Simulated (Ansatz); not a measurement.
**triplet Si2H2OF2: levels of theory compared**

We compute a comparison of 6 runs (UB2PLYP/def2-SVP, UPBE-QIDH/def2-SVP, RPA@PBE/def2-SVP, RPA@PBE0/def2-SVP, UMP2/def2-SVP, UCCSD/def2-SVP) of triplet Si2H2OF2. 

The results are computed with Ansatz 0.2.0.

75 further runs of the same task are left out: 75 set aside as unsound or not needed.

### Step 1. Starting point

Si2H2OF2 has 7 atoms, charge 0, and is taken as a triplet. SMILES of the parent species: `F[Si]1(F)O[SiH2]1`. Geometry: relaxed at PBE0-D4/def2-TZVP. That shape belongs to the parent species and isn't relaxed for this state.

Bond lengths: F1–Si2 1.578 Å, Si2–F3 1.578 Å, Si2–O4 1.648 Å, Si2–Si5 2.174 Å, O4–Si5 1.718 Å, Si5–H6 1.482 Å, Si5–H7 1.482 Å. Some angles: F1–Si2–F3 105.1°, F1–Si2–O4 114.7°, F1–Si2–Si5 127.3°, F3–Si2–O4 114.7°, F3–Si2–Si5 127.3°, O4–Si2–Si5 51.2°, Si2–O4–Si5 80.4°, Si2–Si5–O4 48.4°, Si2–Si5–H6 124.7°, Si2–Si5–H7 124.7°.

### Step 2. A single-point energy at UB2PLYP/def2-SVP (run 1)

Contents of molecule.yaml:

```yaml
crystal:
  periodic: [false, false, false]
  atoms:
    - {symbol: F, position_ang: [0.424200, -1.612100, 1.693800]}
    - {symbol: Si, position_ang: [0.037900, -1.026000, 0.280100]}
    - {symbol: F, position_ang: [-0.194200, -2.288000, -0.639100]}
    - {symbol: O, position_ang: [1.103500, 0.077900, -0.322100]}
    - {symbol: Si, position_ang: [-0.304800, 1.058600, -0.232800]}
    - {symbol: H, position_ang: [-0.202300, 2.188800, 0.720000]}
    - {symbol: H, position_ang: [-0.802800, 1.532800, -1.545500]}
basis:
  gaussian:
    orbitals: def2-SVP
accuracy: high
hamiltonian:
  xc: {name: B2PLYP}
correlation:
  frozen_orbitals: {F: 1, H: 0, O: 1, Si: 5}
magnetization:
  spin_polarized: true
  initial_magnetization: 2
output: {orbitals: {seedname: orbitals}}
```

The run is started by

```
$ ansatz run molecule.yaml --threads 1 --pin off --max-ram 3480MiB --events-out events.jsonl --progress --plain --runs-dir runs
```

Standard output:

```text
Warning: RAYON_NUM_THREADS=1 ignored (pool sized by the plan → 1); use --threads N
Functional definition: B2PLYP
  name "B2PLYP"
  parameter a = 0.53
  parameter c = 0.27
  exchange = (1 - a)*b88_x + a*exact_x
  correlation = (1 - c)*lyp_c + c*(mp2_os + mp2_ss)
1781 factors; integrals over basis functions are off by at most 3.9e-9 eV
mean field evaluation 1: about -23232.8943 eV, gradient 3.6e1 eV
mean field evaluation 2: about -23232.9620 eV, gradient 3.6e1 eV
mean field evaluation 4: about -23237.7400 eV, gradient 5.8e0 eV
mean field evaluation 8: about -23237.9231 eV, gradient 4.7e-1 eV
mean field evaluation 16: about -23237.9326 eV, gradient 1.9e-3 eV
mean field evaluation 32: about -23237.9326 eV, gradient 7.7e-8 eV
mean field -23237.93255984 eV, -853.9782703379 hartree, gradient 7.7e-8 eV, S^2 2.008552; 0 other end points of the search recorded, 0 dependent functions left out
13 core orbitals not correlated: weight in the atoms' cores, before any rotation towards them, 1.000 or more for the frozen orbitals, at most 0.000 for the correlated occupied ones
reference -23237.93258493 eV, -853.9782712597 hartree; 16, 14 occupied and 59, 61 virtual orbitals, 1781 factors
second order -24.13121887 eV of doubles, -0.00000000 eV of singles
Total energy: -23244.44801402 eV, -854.2177088627 hartree
```

Wall time 21 s (1 thread of Arm Neoverse V2, shared host); peak memory 0.43 GiB.

### Step 3. The energy at UPBE-QIDH/def2-SVP (run 2)

molecule.yaml, as its differences from that of step 2:

```diff
@@ -13,7 +13,2 @@
     orbitals: def2-SVP
-accuracy: high
-hamiltonian:
-  xc: {name: B2PLYP}
-correlation:
-  frozen_orbitals: {F: 1, H: 0, O: 1, Si: 5}
 magnetization:
@@ -21,2 +16,8 @@
   initial_magnetization: 2
-output: {orbitals: {seedname: orbitals}}
+correlation:
+  frozen_orbitals: {F: 1, H: 0, O: 1, Si: 5}
+accuracy: high
+output:
+  orbitals: {seedname: orbitals}
+hamiltonian:
+  xc: {name: PBE-QIDH}
```

The run is started by

```
$ ansatz run molecule.yaml --threads 1 --pin off --max-ram 3480MiB --events-out events.jsonl --progress --plain --runs-dir runs
```

Standard output, cut to the lines that bear on the results:

```text
Warning: RAYON_NUM_THREADS=1 ignored (pool sized by the plan → 1); use --threads N
Functional definition: PBE-QIDH
  name "PBE-QIDH"
[...]
1781 factors; integrals over basis functions are off by at most 3.9e-9 eV
[...]
mean field -23227.75745913 eV, -853.6043422837 hartree, gradient 5.2e-8 eV, S^2 2.011326; 0 other end points of the search recorded, 0 dependent functions left out
13 core orbitals not correlated: weight in the atoms' cores, before any rotation towards them, 1.000 or more for the frozen orbitals, at most 0.000 for the correlated occupied ones
reference -23227.75746033 eV, -853.6043423275 hartree; 16, 14 occupied and 59, 61 virtual orbitals, 1781 factors
second order -22.34142882 eV of doubles, -0.00000000 eV of singles
Total energy: -23235.20460326 eV, -853.8780197826 hartree
```

It took 23 s on 1 thread of Arm Neoverse V2, shared host; peak memory 0.43 GiB.

Run 3 isn't shown in full; the table further down has it.

### Step 4. A single-point energy at RPA@PBE0/def2-SVP (run 4)

molecule.yaml, as its differences from that of step 3:

```diff
@@ -13,2 +13,7 @@
     orbitals: def2-SVP
+hamiltonian:
+  xc: pbe0
+correlation:
+  method: rpa
+  frozen_orbitals: {F: 1, H: 0, O: 1, Si: 5}
 magnetization:
@@ -16,8 +21,2 @@
   initial_magnetization: 2
-correlation:
-  frozen_orbitals: {F: 1, H: 0, O: 1, Si: 5}
 accuracy: high
-output:
-  orbitals: {seedname: orbitals}
-hamiltonian:
-  xc: {name: PBE-QIDH}
```

The run is started by

```
$ ansatz run molecule.yaml --threads 1 --pin off --max-ram 3480MiB --events-out events.jsonl --progress --plain --runs-dir runs
```

Standard output, cut to the lines that bear on the results:

```text
Warning: RAYON_NUM_THREADS=1 ignored (pool sized by the plan → 1); use --threads N
Functional definition: PBE0
  name "PBE0"
[...]
1781 factors; integrals over basis functions are off by at most 3.9e-9 eV
[...]
mean field -23243.20978974 eV, -854.1722049597 hartree, gradient 4.4e-8 eV, S^2 2.005653; 0 other end points of the search recorded, 0 dependent functions left out
13 core orbitals not correlated: weight in the atoms' cores, before any rotation towards them, 1.000 or more for the frozen orbitals, at most 0.000 for the correlated occupied ones
reference -23192.67093208 eV, -852.3149361968 hartree; 16, 14 occupied and 59, 61 virtual orbitals, 1781 factors
Total energy: -23220.34994714 eV, -853.3321212389 hartree
```

It took 23 s on 1 thread of Arm Neoverse V2, shared host; peak memory 0.43 GiB.

Run 5 isn't shown in full; the table further down has it.

### Step 5. A single-point energy at UCCSD/def2-SVP (run 6)

Contents of input.yaml:

```yaml
crystal:
  periodic: [false, false, false]
  atoms:
    - symbol: F
      position_ang: [0.424200, -1.612100, 1.693800]
    - symbol: Si
      position_ang: [0.037900, -1.026000, 0.280100]
    - symbol: F
      position_ang: [-0.194200, -2.288000, -0.639100]
    - symbol: O
      position_ang: [1.103500, 0.077900, -0.322100]
    - symbol: Si
      position_ang: [-0.304800, 1.058600, -0.232800]
    - symbol: H
      position_ang: [-0.202300, 2.188800, 0.720000]
    - symbol: H
      position_ang: [-0.802800, 1.532800, -1.545500]
basis:
  gaussian:
    orbitals: def2-SVP
magnetization:
  spin_polarized: true
  initial_magnetization: 2
correlation:
  method: ccsd
  frozen_orbitals: {F: 1, H: 0, O: 1, Si: 5}
accuracy: high
scf:
  omitted_lower_state_checks: [cluster_reference, increment]
```

The run is started by

```
$ ansatz run input.yaml --threads 1 --pin off --max-ram 3480MiB --events-out events.jsonl --progress --plain --runs-dir runs
```

Standard output:

```text
Warning: RAYON_NUM_THREADS=1 ignored (pool sized by the plan → 1); use --threads N
[... 12 lines left out ...]
13 core orbitals not correlated: weight in the atoms' cores, before any rotation towards them, 1.000 or more for the frozen orbitals, at most 0.000 for the correlated occupied ones
[... 29 lines left out ...]
Total energy: -23213.95796314 eV, -853.0972201597 hartree
Checks for a lower state left out: cluster_reference, increment
```

It took 72 s on 1 thread of Arm Neoverse V2, shared host; peak memory 0.93 GiB.

### Step 6. All runs side by side

```
run               level  energy (Eh)   ⟨S²⟩  wall time
  1    UB2PLYP/def2-SVP  -854.217709  2.009       21 s
  2  UPBE-QIDH/def2-SVP  -853.878020  2.011       23 s
  3    RPA@PBE/def2-SVP  -853.407776  2.004       23 s
  4   RPA@PBE0/def2-SVP  -853.332121  2.006       23 s
  5       UMP2/def2-SVP  -853.072431  2.016      5.7 s
  6      UCCSD/def2-SVP  -853.097220  2.016       72 s
```

### Step 7. Outcome

| quantity | value |
| --- | --- |
| run 6: total energy | -853.09722 Eh |
| run 6: correlation energy (13 core orbitals frozen) | -748.3 mEh |
| run 6: ⟨S²⟩ of the reference determinant | 2.016 |
| run 6: T1 diagnostic | 0.019 |

What this shows: Totals of different functionals can't be ranked against each other. All runs together took 2.8 min, the longest 72 s.
